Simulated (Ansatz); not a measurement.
**CH5BN2 (SMILES B1NCN1) at HF/STO-3G**

Aim: the electronic atomisation energy of CH5BN2 at HF/STO-3G, from 5 runs. 

The calculation is run with Ansatz 0.2.0.

49 further runs of the same task are left out: 49 set aside as unsound or not needed. Runs told in other sessions of the task aren't counted.

## 1. Starting point

The species is CH5BN2 (9 atoms), meant as a singlet with charge 0. As SMILES, `B1NCN1`. Geometry: relaxed at PBE0-D4/def2-TZVP.

Bond lengths: B1–N2 1.430 Å, N2–C3 1.458 Å, B1–N4 1.430 Å, C3–N4 1.458 Å, B1–H5 1.191 Å, N2–H6 1.003 Å, C3–H7 1.097 Å, C3–H8 1.097 Å, N4–H9 1.003 Å. Some angles: B1–N2–C3 88.7°, N2–B1–N4 92.5°, N2–C3–N4 90.2°, B1–N4–C3 88.7°, B1–N2–H6 135.4°, C3–N2–H6 124.3°, N2–B1–H5 133.7°, N4–B1–H5 133.8°, N2–C3–H7 113.7°, N2–C3–H8 114.4°.

## 2. A single-point energy at HF/STO-3G

job.yaml reads:

```yaml
crystal:
  periodic: [false, false, false]
  atoms:
    - symbol: B
      position_ang: [-0.538100, 0.903800, -0.424200]
    - symbol: "N"
      position_ang: [0.763900, 0.350100, -0.630900]
    - symbol: C
      position_ang: [0.430100, -0.702400, 0.322000]
    - symbol: N
      position_ang: [-0.891500, -0.116200, 0.513500]
    - symbol: H
      position_ang: [-1.109600, 1.851900, -0.864600]
    - symbol: H
      position_ang: [1.686500, 0.722000, -0.761500]
    - symbol: H
      position_ang: [0.420000, -1.707100, -0.117100]
    - symbol: H
      position_ang: [1.046900, -0.704100, 1.228600]
    - symbol: H
      position_ang: [-1.719800, -0.644400, 0.717000]
basis:
  gaussian:
    orbitals: STO-3G
magnetization:
  spin_polarized: false
hamiltonian:
  xc: hf
accuracy: high
output: {orbitals: {seedname: orbitals}}
```

On the command line:

```bash
ansatz run job.yaml --threads 1 --pin off --max-ram 3480MiB --events-out events.jsonl --progress --plain --runs-dir runs
```

Output:

```text
Warning: RAYON_NUM_THREADS=1 ignored (pool sized by the plan → 1); use --threads N
Functional definition: HF
  name "HF"
  exchange = exact_x
  correlation = 0
518 factors; integrals over basis functions are off by at most 1.6e-8 eV
mean field evaluation 1: about -4684.0034 eV, gradient 2.1e1 eV
mean field evaluation 2: about -4684.1878 eV, gradient 2.1e1 eV
mean field evaluation 4: about -4685.7286 eV, gradient 1.4e0 eV
mean field evaluation 8: about -4685.7365 eV, gradient 4.0e-6 eV
mean field -4685.73653398 eV, -172.1976415174 hartree, gradient 2.6e-8 eV, S^2 0.000000; 0 other end points of the search recorded, 0 dependent functions left out
reference -4685.73653398 eV, -172.1976415174 hartree; 15, 15 occupied and 10, 10 virtual orbitals, 518 factors
Total energy: -4685.73653398 eV, -172.1976415174 hartree
```

Run time: 0.32 s. Hardware: 1 thread of Arm Neoverse N1, shared host.

## 3. The B atom

run.yaml reads:

```yaml
crystal:
  periodic: [false, false, false]
  atoms:
    - {symbol: B, position_ang: [0.000000, 0.000000, 0.000000]}
basis:
  gaussian:
    orbitals: STO-3G
magnetization:
  spin_polarized: true
  initial_magnetization: 1
hamiltonian:
  xc: hf
accuracy: high
```

Run the same way, it converges to -24.14899 Eh (log not shown).

## 4. The C atom, same level

job.yaml reads:

```yaml
crystal:
  periodic: [false, false, false]
  atoms:
    - {symbol: C, position_ang: [0.000000, 0.000000, 0.000000]}
basis:
  gaussian: {orbitals: STO-3G}
magnetization: {spin_polarized: true, initial_magnetization: 2}
hamiltonian: {xc: hf}
accuracy: high
```

On the command line:

```bash
ansatz run job.yaml --threads 1 --pin off --max-ram 3480MiB --events-out events.jsonl --progress --plain --runs-dir runs
```

Output:

```text
Warning: RAYON_NUM_THREADS=1 ignored (pool sized by the plan → 1); use --threads N
[... 4 set-up lines as earlier in the session ...]
15 factors; integrals over basis functions are off by at most 9.8e-10 eV
mean field evaluation 1: about -1012.2198 eV, gradient 0.0e0 eV
mean field evaluation 2: about -1012.2198 eV, gradient 0.0e0 eV
mean field -1012.21982732 eV, -37.1983925466 hartree, gradient 0.0e0 eV, S^2 2.000000; 2 other end points of the search recorded, 0 dependent functions left out
reference -1012.21982732 eV, -37.1983925466 hartree; 4, 2 occupied and 1, 3 virtual orbitals, 15 factors
Total energy: -1012.21982732 eV, -37.1983925466 hartree
```

Wall time 0.04 s (1 thread of Arm Neoverse N1, shared host).

## 5. The H atom

input.yaml reads:

```yaml
crystal:
  periodic: [false, false, false]
  atoms:
    - {symbol: H, position_ang: [0.000000, 0.000000, 0.000000]}
basis:
  gaussian:
    orbitals: STO-3G
accuracy: high
hamiltonian:
  xc: hf
magnetization:
  spin_polarized: true
  initial_magnetization: 1
```

Run the same way, it converges to -0.46658 Eh (log not shown).

## 6. The N atom, same level

run.yaml reads:

```yaml
crystal:
  periodic: [false, false, false]
  atoms:
    - symbol: "N"
      position_ang: [0.000000, 0.000000, 0.000000]
basis:
  gaussian:
    orbitals: STO-3G
accuracy: high
magnetization:
  spin_polarized: true
  initial_magnetization: 3
hamiltonian:
  xc: hf
```

Run the same way, it converges to -53.71901 Eh (log not shown).

## 7. Outcome

Level: HF/STO-3G.

```
                     quantity          value
       molecule: total energy  -172.19764 Eh
        molecule: HOMO energy       -8.27 eV
        molecule: LUMO energy        9.58 eV
      molecule: HOMO–LUMO gap       17.86 eV
         B atom: total energy   -24.14899 Eh
                 B atom: ⟨S²⟩          0.750
         C atom: total energy   -37.19839 Eh
                 C atom: ⟨S²⟩          2.000
         H atom: total energy    -0.46658 Eh
                 H atom: ⟨S²⟩          0.750
         N atom: total energy   -53.71901 Eh
                 N atom: ⟨S²⟩          3.750
electronic atomisation energy      29.370 eV
```

Taking the molecule apart into free atoms costs 29.37 eV (2834 kJ/mol), before zero-point energy and without spin-orbit coupling. Hartree–Fock lacks the correlation of the bonding pairs, which as a rule makes this value much too low; in minimal bases other errors can mask that. In a minimal basis such a difference can be off by several eV, whatever the method.
